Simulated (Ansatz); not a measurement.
# B3LYP/6-31G(d) (spherical functions) run of Cu2 (SMILES [Cu][Cu])

What is the energy change on altering one bond length of Cu2 at B3LYP/6-31G* (spherical functions)? 

Program for the calculation: Ansatz 0.2.0.

18 further runs of the same task are left out: 1 that didn't finish, 17 set aside as unsound or not needed.

## 1. The structure to begin with

The species is Cu2 (2 atoms), meant as a singlet with charge 0. As SMILES, `[Cu][Cu]`. The bond length is the measured one.

Bond lengths: Cu1–Cu2 2.220 Å.

## 2. A single-point energy at B3LYP/6-31G(d) (spherical functions)

molecule.yaml

```yaml
crystal:
  periodic: [false, false, false]
  atoms:
    - {symbol: Cu, position_ang: [0.000000, 0.000000, 0.000000]}
    - {symbol: Cu, position_ang: [0.000000, 0.000000, 2.219700]}
basis:
  gaussian: {orbitals: 6-31G_st_-spherical.json}
magnetization: {spin_polarized: false}
hamiltonian: {xc: {name: B3LYP}}
accuracy: high
output: {orbitals: {seedname: orbitals}}
```

The basis set 6-31G* is read from a file made from the Basis Set Exchange's data (not shown).

Launch:

```console
ansatz run molecule.yaml --threads 1 --pin off --max-ram 3480MiB --events-out events.jsonl --progress --plain --runs-dir runs
```

What it wrote:

```text
Warning: RAYON_NUM_THREADS=1 ignored (pool sized by the plan → 1); use --threads N
Functional definition: B3LYP
  name "B3LYP"
  parameter a0 = 0.2
  parameter ax = 0.72
  parameter ac = 0.81
  exchange = (1 - a0 - ax)*slater_x + ax*b88_x + a0*exact_x
  correlation = (1 - ac)*vwn_rpa_c + ac*lyp_c
1196 factors; integrals over basis functions are off by at most 4.3e-9 eV
mean field evaluation 1: about -89257.7670 eV, gradient 7.4e1 eV
mean field evaluation 2: about -88288.9170 eV, gradient 5.8e2 eV
mean field evaluation 4: about -89263.9743 eV, gradient 2.0e1 eV
mean field evaluation 8: about -89264.5583 eV, gradient 1.8e-1 eV
mean field evaluation 16: about -89264.5586 eV, gradient 2.7e-4 eV
mean field evaluation 32: about -89261.0781 eV, gradient 4.0e1 eV
mean field -89264.55862358 eV, -3280.4120237256 hartree, gradient 9.7e-9 eV, S^2 0.000000; 2 other end points of the search recorded, 0 dependent functions left out
reference -89264.55864804 eV, -3280.4120246247 hartree; 29, 29 occupied and 39, 39 virtual orbitals, 1196 factors
Total energy: -89264.55864804 eV, -3280.4120246247 hartree
```

It took 8.7 s on 1 thread of Arm Neoverse V2, shared host; peak memory 0.2 GiB.

## 3. The distorted shape, same level

in.yaml

```yaml
crystal:
  periodic: [false, false, false]
  atoms:
    - {symbol: Cu, position_ang: [0.000000, 0.000000, -1.775800]}
    - {symbol: Cu, position_ang: [0.000000, 0.000000, 2.219700]}
basis:
  gaussian:
    orbitals: 6-31G_st_-spherical.json
accuracy: high
output:
  orbitals: {seedname: orbitals}
hamiltonian:
  xc: {name: B3LYP}
```

The basis set 6-31G* is read from a file made from the Basis Set Exchange's data (not shown).

Launch:

```console
ansatz run in.yaml --threads 1 --pin off --max-ram 3480MiB --events-out events.jsonl --progress --plain --runs-dir runs
```

What it wrote, shortened:

```text
Warning: RAYON_NUM_THREADS=1 ignored (pool sized by the plan → 1); use --threads N
[... 2 set-up lines as earlier in the session ...]
[...]
1114 factors; integrals over basis functions are off by at most 3.8e-9 eV
[...]
mean field -89261.10727450 eV, -3280.2851889862 hartree, gradient 3.3e-8 eV, S^2 0.000000; 5 other end points of the search recorded, 0 dependent functions left out
reference -89261.10730211 eV, -3280.2851900008 hartree; 29, 29 occupied and 39, 39 virtual orbitals, 1114 factors
Total energy: -89261.10730211 eV, -3280.2851900008 hartree
```

Wall time 26 s (1 thread of Arm Neoverse V2, shared host); peak memory 0.2 GiB.

## 4. What came out

At B3LYP/6-31G* (spherical functions):

| quantity | value |
| --- | --- |
| first shape: total energy | -3280.41202 Eh |
| first shape: HOMO energy | -4.19 eV |
| first shape: LUMO energy | -2.20 eV |
| first shape: HOMO–LUMO gap | 1.99 eV |
| distorted shape: total energy | -3280.28519 Eh |
| distorted shape: HOMO energy | -4.41 eV |
| distorted shape: LUMO energy | -3.33 eV |
| distorted shape: HOMO–LUMO gap | 1.07 eV |
| energy change with the Cu1–Cu2 bond stretched from 2.220 to 3.995 Å | 3.451 eV |

What this shows: One bond (distorted shape) is far stretched, which a spin-restricted single reference describes badly; a broken-symmetry solution may lie lower. With the Cu1–Cu2 bond stretched from 2.220 to 3.995 Å the energy rises by 3.45 eV (333 kJ/mol). The first shape isn't relaxed at this level, so the change isn't measured from a minimum. A restricted reference can't describe the breaking bond well at this length.
